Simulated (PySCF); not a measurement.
# MoO2⁻ (quartet): edits of the settings

Aim: run a base script for MoO2⁻ (quartet), then edit it and compare.

Program: PySCF 2.14.0. Level of theory: each script names its method and basis. These are calculated values, not measurements.

3 further runs of the same task are left out: 3 that didn't finish.

## 1. The system as given

MoO2⁻ (quartet): 3 atoms, charge -1, spin multiplicity 4.

Bond lengths: Mo1–O2 1.758 Å, Mo1–O3 1.758 Å. Angles: O2–Mo1–O3 129.9°.

## 2. The run that the others are compared with

input.py reads:

```python
from pyscf import gto, scf, mp

mol = gto.M(
    atom='Mo 0 0 -0.1829; O 1.5927 0 0.5617; O -1.5927 0 0.5617',
    basis='lanl2dz',
    ecp={'Mo': 'lanl2dz'},
    charge=-1,
    spin=3,
    verbose=4,
)
mf = scf.UHF(mol)
mf.kernel()
mp.MP2(mf, frozen=2).kernel()
mf.dip_moment()
print('orbital energies (hartree):', [e[max(0, n-3):n+3].round(4) for e, n in zip(mf.mo_energy, mol.nelec)])
```

The run is started by

```
> OMP_NUM_THREADS=1 python input.py
```

The log of this run is left out.

It gives: E(SCF) = -216.599079 Eh, E(MP2) − E(SCF) = -0.45934 Eh, ⟨S²⟩ = 4.089.

⟨S²⟩ = 4.09 against 3.75 for a pure state: the determinant is spin-contaminated. The dipole of an ion depends on the origin. No search for the lowest state was made; open d or f shells can end in a higher solution. The quartet is typed in the script; nothing here shows that it is the ground state.

## 3. Coordinates × 0.3

Edit 1 changes geometry: coordinates × 1 → coordinates × 0.3.

input.py reads:

```python
from pyscf import gto, scf, mp

mol = gto.M(
    atom='Mo 0 0 -0.0549; O 0.4778 0 0.1685; O -0.4778 0 0.1685',
    basis='lanl2dz',
    ecp={'Mo': 'lanl2dz'},
    charge=-1,
    spin=3,
    verbose=4,
)
mf = scf.UHF(mol)
mf.kernel()
mp.MP2(mf, frozen=2).kernel()
mf.dip_moment()
print('orbital energies (hartree):', [e[max(0, n-3):n+3].round(4) for e, n in zip(mf.mo_energy, mol.nelec)])
```

The run is started by

```
> OMP_NUM_THREADS=1 python input.py
```

## 4. Point-group symmetry on

Edit 2 changes point-group symmetry: off → on.

input.py, as its differences from that of step 2:

```diff
@@ -8,2 +8,3 @@
     spin=3,
+    symmetry=True,
     verbose=4,
```

**Question.** What will these runs give? Wanted: for each run, E(SCF); from base; gap, α spin; after the SCF.

**Answer**, as computed:

```
                            run  E(SCF) (hartree)  from base (eV)  cycles  gap, α spin (eV)                            after the SCF
                           base       -216.599079               0      20              8.44  MP2 correlation -12.499 eV, core frozen
coordinates × 0.3 (poor choice)       -168.066815      +1320.6302      15              6.69   MP2 correlation -3.562 eV, core frozen
        point-group symmetry on       -216.599079          0.0000      20              8.44  MP2 correlation -12.499 eV, core frozen
```

Distance from each run's final energy (log10 hartree) by cycle:

```
                            run  cycle 1  cycle 2  cycle 3  cycle 5  cycle 8  cycle 12
                           base      0.4      1.0     -0.7     -1.7     -2.4      -3.8
coordinates × 0.3 (poor choice)      0.1     -0.2     -1.1     -2.3     -3.7      -7.1
        point-group symmetry on      0.4      1.0     -0.7     -1.7     -2.4      -3.8
```

What this shows: No change of the SCF energy comes from point-group symmetry on. With coordinates × 0.3 the frontier gap moves by over 1.5 eV, which can mean another electronic state rather than the bond length alone. Rows marked «poor choice» come from settings spoiled on purpose.
